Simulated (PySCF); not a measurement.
# LiBi−: from the state search to spectroscopic constants

One table from this session's results is given with a row withheld; the runs are named, their logs left out.

The runs use PySCF 2.14.0; Li def2-SVPD, Bi def2-SVPD with ECP60, scalar-relativistic core potentials.

4 further runs of the same task are left out: 4 set aside as unsound or not needed.

Set-up of the first run:

Settings of the job:

```yaml
atoms: Li, Bi
charge: -1
basis: Li def2-SVPD, Bi def2-SVPD with ECP60
Hamiltonian: scalar-relativistic core potentials
basis_functions: 44
electrons_treated: 27
masses_in_u: 7.0160, 208.9804
levels: PBE0, PBE, r²SCAN, BP86, PW91, BLYP, ωB97X
grid: 80 radial by 434 angular points
occupations: held fixed by the projection of orbital angular momentum
dissociation_limit: Li + Bi−, each in its ground configuration
starting_distance_in_angstrom: 2.845
values_of_2S_to_try: 1, 3
```

Run with:

```
$ OMP_NUM_THREADS=1 python dia.py task.json out
```

Steps of the session up to this table: Set-up; PBE0 along the bond; Higher solutions at PBE0; PBE; r²SCAN; BP86 (GGA); PW91; BLYP (GGA); ωB97X (range-separated hybrid).

One table of the session follows, with a row left open; its other results are not shown here.

It belongs to the step «The curves together». Energy (eV) from each level's lowest point:

```
R (Å)    PBE   PW91   BLYP   BP86  r²SCAN
2.437  0.254  0.250  0.260  0.264   0.279
2.551  0.114  0.111  0.119  0.121   0.130
2.664  0.037  0.035  0.040  0.041   0.045
2.749      ?      ?      ?      ?       ?
2.834  0.000  0.000  0.000  0.000   0.000
2.919  0.006  0.006  0.004  0.004   0.003
3.032  0.030  0.031  0.026  0.026   0.023
3.174  0.079  0.080  0.072  0.071   0.068
3.344  0.152  0.155  0.142  0.142   0.137
3.571  0.261  0.264  0.246  0.248   0.241
```

Estimate the missing values for R (Å) = 2.749.

Worked estimate for «PBE». A straight line through the neighbours (2.664, 0.037) and (2.834, 0.000) gives 0.037 + (0.000 − 0.037) × (2.749 − 2.664) / (2.834 − 2.664) = 0.018; a parabola fitted to 4 rows on both sides gives 0.008.

As computed: PBE: 0.009; PW91: 0.008; BLYP: 0.010; BP86: 0.011; r²SCAN: 0.013. In «PBE» the line misses by +0.009 and the parabola by -0.001.

Caveats from the session: At some levels the lowest empty orbital lies below the highest filled one (the two can be of opposite spin).
